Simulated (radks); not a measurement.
# Ionisation of Si³⁺: one atom, several choices of relativity

The task here is to estimate one member of a computed series from the others.

Program: radks (a radial shooting solver on a logarithmic mesh, Libxc functionals) version 1. Level of theory: Kohn-Sham, PBEsol, spin-unpolarised, spherical densities. These are calculated values, not measurements, unless marked.

2 further runs of the same task are left out: 2 set aside as unsound or not needed.

### Starting point

```
element       : silicon (Z = 14)
charge        : +3
electrons     : 11
configuration : [Ne] 3s1
ion           : Si⁴⁺, [Ne]
choices       : non-relativistic; scalar-relativistic; Dirac, 2j+1 shares; scalar-relativistic, finite nucleus; Dirac, 2j+1 shares, finite nucleus; Dirac, c × 5; Dirac, c × 1.25; Dirac, c × 0.75
```

The outer shells:

Si³⁺
```
[Ne] core
3s [↑ ]
```

Si⁴⁺
```
[He] core
2s [↑↓]
2p [↑↓][↑↓][↑↓]
```

The first run:

The run's settings:

```text
Z 14
configuration [Ne] 3s1
relativity non-relativistic
functional pbe_sol,pbe_sol
spin unpolarised
nucleus point
```

Steps of the session up to this table: non-relativistic: Si³⁺.

One of the session's tables, all rows but one given; the rest of the session is left out.

Sizes of the orbitals, from the radial functions (bohr):

| level | <r> | outermost maximum (interpolated) | 90 % within | nodes |
| --- | --- | --- | --- | --- |
| 1s | 0.1118 | 0.0731 | 0.200 | 0 |
| 2s | 0.5686 | 0.456 | 0.895 | 1 |
| 2p | 0.5348 | 0.387 | 0.897 | 0 |
| 3s | ? | ? | ? | ? |

Estimate the missing values for 3s.

**Answer.** <r>: 1.853; outermost maximum (interpolated): 1.64; 90 % within: 2.74; nodes: 2. In the column «<r>» it is the highest.

To keep in mind: Runs with a scaled speed of light are not ranked. Spin polarisation and multiplet splitting of open shells are left out at every level.
